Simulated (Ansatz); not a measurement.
TiO2, space group R-3m, a G0W0 quasiparticle calculation

Run with Ansatz 0.2.0, Python API.

Script `run_gw.py`:
```python
# -*- coding: utf-8 -*-
"""Quasiparticle gap of TiO2 by G0W0."""

import ansatz as az
import numpy as np

vectors = np.array([
    [1.4973312, 0.86448457, 6.98154439],
    [-1.4973312, 0.86448457, 6.98154439],
    [0.0, -1.72896914, 6.98154439],
])
tio2 = (
    az.Lattice.of(vectors)
    .atom("Ti", [0.0, 0.0, 0.0])
    .atom("O", [0.620467, 0.620467, 0.620467])
    .atom("O", [0.379533, 0.379533, 0.379533])
)

calc = (
    tio2.calculation()
    .functional("lda")
    .kpoints(4, 4, 4)
    .occupations("fixed")
    .gw(empty_bands=100, screening_cutoff=150, quasiparticle_bands=("v2", "c2"))
)
events = []
result = calc.session().plan().execute(on_event=events.append, runs_dir="gw_run")
gw = next(e["data"] for e in events if e["event"] == "gw_qp")
top = gw["frontier_bands"]["highest_filled_band"]
print(" k band    E_KS   Sigma_x  Sigma_c     Vxc      Z    E_QP (eV)")
for qp in gw["qp"]:
    print(f"{qp['ik']:2d} {qp['band']:4d} {qp['eps_ks_ev']:7.3f} {qp['sigma_x_ev']:9.3f} {qp['sigma_c_at_ks_ev']:8.3f} {qp['vxc_ev']:8.3f} {qp['z']:6.3f} {qp['e_qp_ev']:8.3f}")
for key, label in (("eps_ks_ev", "Kohn-Sham"), ("e_qp_ev", "G0W0")):
    filled = max(qp[key] for qp in gw["qp"] if qp["band"] <= top)
    empty = min(qp[key] for qp in gw["qp"] if qp["band"] > top)
    print(f"{label} gap on the mesh: {empty - filled:.3f} eV")
print("static dielectric eigenvalues (RPA, this mesh):", [round(e, 3) for e in gw["screening"][0]["eps_tensor_eigenvalues"]])
```

```console
$ python run_gw.py
DeckWarning: basis.ecutwfc = 420 eV, auto-derived from the records' recommended cutoffs: set by Ti (normal level)
 k band    E_KS   Sigma_x  Sigma_c     Vxc      Z    E_QP (eV)
 0   11   0.852   -26.211    4.398  -21.558  0.752    0.661
 0   12   0.852   -26.211    4.398  -21.558  0.752    0.661
 0   13   3.621   -13.408   -6.056  -22.395  0.755    5.799
 0   14   3.621   -13.408   -6.056  -22.395  0.755    5.799
 1   11   0.019   -25.289    4.091  -20.938  0.752   -0.176
 1   12   0.990   -25.563    4.442  -20.885  0.748    0.813
 1   13   4.018   -13.916   -5.425  -22.108  0.755    6.075
 1   14   4.481   -14.259   -6.082  -23.322  0.749    6.668
 2   11  -0.177   -25.968    4.636  -20.918  0.751   -0.488
 2   12   0.372   -25.165    4.546  -20.280  0.747    0.118
 2   13   3.870   -13.706   -5.444  -21.896  0.754    5.908
 2   14   4.660   -13.856   -6.778  -23.796  0.748    6.976
 3   11   0.019   -25.289    4.091  -20.938  0.752   -0.176
 3   12   0.987   -25.552    4.442  -20.872  0.748    0.810
 3   13   4.018   -13.915   -5.428  -22.110  0.755    6.075
 3   14   4.481   -14.259   -6.082  -23.322  0.749    6.668
 4   11  -0.623   -24.407    4.358  -19.713  0.746   -0.872
 4   12   0.493   -25.587    4.480  -20.818  0.748    0.278
 4   13   4.111   -13.609   -5.928  -22.404  0.752    6.232
 4   14   4.723   -14.066   -6.502  -23.669  0.746    6.995
 5   11  -0.629   -24.382    4.358  -19.684  0.746   -0.881
 5   12   0.495   -25.595    4.479  -20.830  0.748    0.282
 5   13   4.110   -13.605   -5.928  -22.400  0.752    6.230
 5   14   4.722   -14.063   -6.501  -23.665  0.746    6.994
 6   11  -0.177   -25.967    4.636  -20.917  0.751   -0.488
 6   12   0.382   -25.199    4.547  -20.318  0.747    0.131
 6   13   3.872   -13.706   -5.450  -21.904  0.754    5.911
 6   14   4.660   -13.856   -6.778  -23.796  0.748    6.976
 7   11   0.852   -26.211    4.398  -21.558  0.752    0.661
 7   12   0.852   -26.211    4.398  -21.558  0.752    0.661
 7   13   3.621   -13.409   -6.056  -22.396  0.755    5.800
 7   14   3.621   -13.409   -6.056  -22.396  0.755    5.800
 8   11   0.019   -25.290    4.091  -20.939  0.752   -0.176
 8   12   0.976   -25.498    4.439  -20.814  0.748    0.793
 8   13   4.012   -13.873   -5.426  -22.061  0.755    6.065
 8   14   4.481   -14.259   -6.082  -23.322  0.749    6.668
 9   11  -0.177   -25.968    4.636  -20.918  0.751   -0.488
 9   12   0.376   -25.183    4.546  -20.300  0.747    0.125
 9   13   3.871   -13.707   -5.447  -21.901  0.754    5.910
 9   14   4.660   -13.856   -6.778  -23.796  0.748    6.976
10   11   0.019   -25.290    4.091  -20.939  0.752   -0.176
10   12   0.973   -25.487    4.439  -20.801  0.748    0.789
10   13   4.012   -13.872   -5.429  -22.063  0.755    6.066
10   14   4.480   -14.259   -6.082  -23.322  0.749    6.668
11   11  -0.617   -24.429    4.358  -19.739  0.746   -0.863
11   12   0.490   -25.578    4.481  -20.807  0.748    0.274
11   13   4.112   -13.612   -5.928  -22.408  0.752    6.233
11   14   4.724   -14.069   -6.503  -23.674  0.746    6.996
12   11   0.852   -26.211    4.398  -21.559  0.752    0.661
12   12   0.852   -26.211    4.398  -21.559  0.752    0.661
12   13   3.621   -13.409   -6.056  -22.396  0.755    5.800
12   14   3.621   -13.409   -6.056  -22.396  0.755    5.800
Kohn-Sham gap on the mesh: 2.631 eV
G0W0 gap on the mesh: 4.986 eV
static dielectric eigenvalues (RPA, this mesh): [1.709, 5.681, 5.681]
```
(Warnings from the package without file and line.)

Caveats:
- Total energies depend on the potentials; only differences at equal settings carry meaning. A total without «per atom» is that of the cell as typed.
- Spin is left out of this run.
- Energy and stress may still move on a finer k-point mesh.
- The structure comes from a database of computed cells and needn't be a stable or known phase.
- Mesh, empty bands and screening cutoff are small, so the quasiparticle gap isn't converged, and it is read on the mesh points alone. Spin-orbit coupling is left out, which matters for heavy elements.
- The whole script took 2.8 min on 1 thread of Arm Neoverse V1 (shared host), peak memory 0.62 GiB.

(A comment or docstring line of the script was reworded after the run, the code is as it ran; lines on the test bed's own set-up are left out of the output.)
